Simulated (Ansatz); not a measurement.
Cu, space group P6_3/mmc: a comparison of norm-conserving and PAW potentials, run with the Python package of Ansatz (0.2.0).

Script `cu.py`:
```python
# -*- coding: utf-8 -*-
"""Two kinds of potentials on Cu."""

import ansatz as az
import numpy as np


def count_gap(report):
    # lowest empty less highest filled band, counting bands; zero where they overlap
    return max(report.get("gap_by_band_count_ev") or 0.0, 0.0)

lattice = az.Lattice.of(
    (2.53076403, 0.0, 0.0),
    (-1.26538201, 2.19170594, 0.0),
    (0.0, 0.0, 8.26181508),
)
sites = [
    ("Cu", (0.0, 0.0, 0.0)),
    ("Cu", (1 / 3, 2 / 3, 0.25)),
    ("Cu", (0.0, 0.0, 0.5)),
    ("Cu", (2 / 3, 1 / 3, 0.75)),
]
xtal = az.Crystal(lattice=lattice)
for symbol, position in sites:
    xtal = xtal.atom(symbol, position)

job = (
    xtal.calculation()
    .occupations("Marzari-Vanderbilt")
    .scf(max_iterations=200, extra_bands=2, algorithm="density_mixing")
    .mixing("msr1", beta=0.1)
    .functional("LDA")
    .kpoints(spacing=0.23)
    .stress()
    .forces()
    .band_table()
)
variants = {
    "PAW": job.pseudopotentials("paw"),
    "norm-conserving": job.pseudopotentials("nc"),
}
# totals differ by the cores that each treatment holds, so compare what does not depend on them
rows = []
for label, variant in variants.items():
    summary = variant.run(threads=1, pin="off").report
    levels = np.array(summary["eigenvalues_ev"][0]) - summary["fermi_energy_ev"]
    print(label, "levels at the first k-point near E_F:", np.round(levels[np.abs(levels) < 5], 3))
    rows.append((label, summary["n_electrons"], np.trace(summary["stress_gpa"]) / 3, float(np.abs(summary["forces_ev_ang"]).max()), count_gap(summary)))
print("     treatment  electrons in bands           P GPa  max force component eV/A  gap by band count eV")
for row in rows:
    print(f"{str(row[0]):>14s}  {row[1]:18.1f}  {row[2]:14.3f}  {row[3]:24.4f}  {row[4]:20.3f}")
```

How well do the two treatments of the cores agree on the pressure?

PAW gives -8.585 GPa and norm-conserving -9.015 GPa, 0.43 GPa apart (a gap this large is an error of one set of files, which an all-electron run can settle). They took 6.9 and 26.7 s of processor time.

The output:

Running `python cu.py` prints:
```text
DeckWarning: basis.ecutwfc = 420 eV, auto-derived from the records' recommended cutoffs: set by Cu (normal level)
PAW levels at the first k-point near E_F: [-3.515 -3.505 -3.282 -3.282 -3.266 -3.266 -3.249 -3.088 -3.088 -3.046
 -3.046 -2.526 -2.526 -2.274 -2.274 -2.097 -2.097 -1.796 -1.796 -1.215]
DeckWarning: basis.ecutwfc = 1251.723767 eV, auto-derived from the records' recommended cutoffs: set by Cu (normal level)
norm-conserving levels at the first k-point near E_F: [-3.494 -3.483 -3.25  -3.25  -3.234 -3.234 -3.219 -3.056 -3.056 -3.012
 -3.012 -2.484 -2.484 -2.233 -2.233 -2.052 -2.052 -1.751 -1.751 -1.252]
     treatment  electrons in bands           P GPa  max force component eV/A  gap by band count eV
           PAW                76.0          -8.585                    0.0000                 0.000
norm-conserving                76.0          -9.015                    0.0000                 0.000
```
(Warnings from the package without file and line.)

Notes:
- The settings weren't tested for convergence.
- Spin is left out of this run.
- A gap by band count of zero or less means overlapping bands, a metal.
- At these settings the cell as given stands under about -9 GPa, so it isn't at this functional's equilibrium volume.
- This isn't the structure that Cu takes at ambient conditions.
- Gaps and levels are Kohn-Sham values on a finite set of k-points.
- Stress is positive in compression.
- Wall time of the script: 34 s on 1 thread of Arm Neoverse V2 (shared host), peak memory 0.64 GiB.
